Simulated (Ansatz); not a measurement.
Geometry optimisation, DFT LDA, scalar-relativistic, plane waves, PAW in Ansatz.

input.yaml

```yaml
crystal:
  lattice:
    - [10.46, 0.0, 0.0]
    - [0.0, 10.46, 0.0]
    - [0.0, 0.0, 10.46]
  atoms:
    - { symbol: K, position: [0.0, 0.0, 0.0] }
    - { symbol: K, position: [0.5, 0.0, 0.0] }
    - { symbol: K, position: [0.0, 0.5, 0.0] }
    - { symbol: K, position: [0.0, 0.0, 0.5] }
    - { symbol: K, position: [0.25, 0.25, 0.25] }
    - { symbol: K, position: [0.5, 0.5, 0.0] }
    - { symbol: K, position: [0.5, 0.0, 0.5] }
    - { symbol: K, position: [0.75, 0.25, 0.25] }
    - { symbol: K, position: [0.0, 0.5, 0.5] }
    - { symbol: K, position: [0.25, 0.75, 0.25] }
    - { symbol: K, position: [0.25, 0.25, 0.75] }
    - { symbol: K, position: [0.5, 0.5, 0.5] }
    - { symbol: K, position: [0.75, 0.75, 0.25] }
    - { symbol: K, position: [0.75, 0.25, 0.75] }
    - { symbol: K, position: [0.25, 0.75, 0.75] }
    - { symbol: K, position: [0.75, 0.75, 0.75] }
    - { symbol: C, position: [-0.0050703, 0.2441631, 0.1213119] }
basis:
  ecutwfc: 420.0
kpoints:
  mp_grid: { grid: [2, 2, 2] }
hamiltonian:
  xc: lda
scf:
  occupations: { method: gaussian, width: 0.1 }
  lower_state_search: "off"
relax:
  f_tol: 0.03
  max_steps: 60
  adjacent_minimum: "off"
```

Run as:

```bash
$ ansatz run input.yaml --threads 4 --pin off --max-ram 10240MiB --backend cpu --events-out ev --progress --plain --runs-dir out
```

**Question.** Where does it end, and by what steps?

**Answer.** The forces met the threshold. The force dipped under the threshold on the way, but the program's further checks kept it going. Limits of this set-up: coarse k mesh, a small cell, in which the defect meets its images. After 10 steps the energy has fallen by 0.977 eV; C17 moved furthest, 1.21 Å. Joined: K11–C17 (4.71 → 2.84 Å), K14–C17 (4.65 → 2.84 Å).

```csv
step,energy less start (eV),largest force component (eV/Å),accepted
0,0.0000,0.433,yes
1,-0.1797,0.324,yes
2,-0.3152,0.177,yes
3,-0.4185,0.142,yes
4,-0.5098,0.267,yes
5,-0.6467,0.389,yes
6,-0.7805,0.359,yes
7,-0.8890,0.186,yes
8,-0.9597,0.052,yes
9,-0.9760,0.010,yes
10,-0.9772,0.025,yes
```

```xyz
17
Lattice="10.4600 0.0000 0.0000 0.0000 10.4600 0.0000 0.0000 0.0000 10.4600" Properties=species:S:1:pos:R:3
K -0.003 -0.167 0.087
K 5.227 -0.045 0.032
K -0.003 5.388 0.090
K -0.003 -0.004 5.303
K 2.001 2.611 2.082
K 5.227 5.268 0.032
K 5.227 0.336 5.343
K 8.451 2.612 2.082
K -0.003 5.228 5.304
K 2.790 7.842 2.878
K 2.009 2.612 8.516
K 5.227 4.887 5.343
K 7.664 7.842 2.877
K 8.446 2.612 8.517
K 2.736 7.841 7.740
K 7.718 7.841 7.740
C -0.003 2.611 0.061
```

Whether the end is a true minimum wasn't checked by a vibrational analysis.

Run time: 48 s on 4 threads of Intel(R) Xeon(R) 6975P-C (Granite Rapids), with other jobs on the host, peak memory 2.4 GiB.
